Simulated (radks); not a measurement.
**Mo²⁺ in [Kr] 4d4: an all-electron calculation**

The task here is to estimate one member of a computed series from the others.

Program: radks (a radial shooting solver on a logarithmic mesh, Libxc functionals) version 1. Level of theory: scalar-relativistic Kohn-Sham, B86b exchange with PBE correlation, spin-polarised, spherical densities, point nucleus; open shells are filled with parallel spins first. These are calculated values, not measurements, unless marked.

**What is computed**

- element: molybdenum (Z = 42)
- charge: +2
- electrons: 40
- configuration: [Kr] 4d4

Outer shells as boxes (Hund's rule):

Mo²⁺
```
[Kr] core
4d [↑ ][↑ ][↑ ][↑ ][  ]
```

The first run:

Settings of this run:

```text
Z 42
configuration [Kr] 4d4
relativity scalar-relativistic
functional b86_mgc,pbe
spin polarised
nucleus point
c 137.035999084
```

One of the session's tables, all rows but one given; the rest of the session is left out.

It belongs to the step «Shells». Radial moments (bohr):

| level | <r> | outermost maximum (interpolated) | 90 % within | nodes |
| --- | --- | --- | --- | --- |
| 1s down | 0.03516 | 0.0229 | 0.0630 | 0 |
| 1s up | 0.03516 | 0.0229 | 0.0630 | 0 |
| 2s up | 0.1537 | 0.130 | 0.237 | 1 |
| 2s down | 0.1537 | 0.130 | 0.237 | 1 |
| 2p up | 0.1339 | 0.104 | 0.218 | 0 |
| 2p down | 0.1339 | 0.104 | 0.218 | 0 |
| 3s up | 0.4288 | 0.384 | 0.634 | 2 |
| 3s down | 0.4288 | 0.384 | 0.633 | 2 |
| 3p up | 0.4306 | 0.377 | 0.651 | 1 |
| 3p down | 0.4305 | 0.377 | 0.650 | 1 |
| 3d up | 0.4153 | 0.323 | 0.664 | 0 |
| 3d down | 0.4152 | 0.323 | 0.664 | 0 |
| 4s up | 1.107 | 0.991 | 1.61 | 3 |
| 4s down | ? | ? | ? | ? |
| 4p up | 1.231 | 1.07 | 1.82 | 2 |
| 4p down | 1.223 | 1.07 | 1.81 | 2 |
| 4d up | 1.712 | 1.35 | 2.68 | 1 |
| 4d down | 1.734 | 1.34 | 2.74 | 1 |

Q: Estimate the row for 4s down from the others.

As computed: <r>: 1.100; outermost maximum (interpolated): 0.985; 90 % within: 1.60; nodes: 3. In the column «<r>» it lies between 3p up (0.4306) and 4s up (1.107).

To keep in mind: Open shells are spherical and high-spin; term and fine-structure splittings are not resolved.
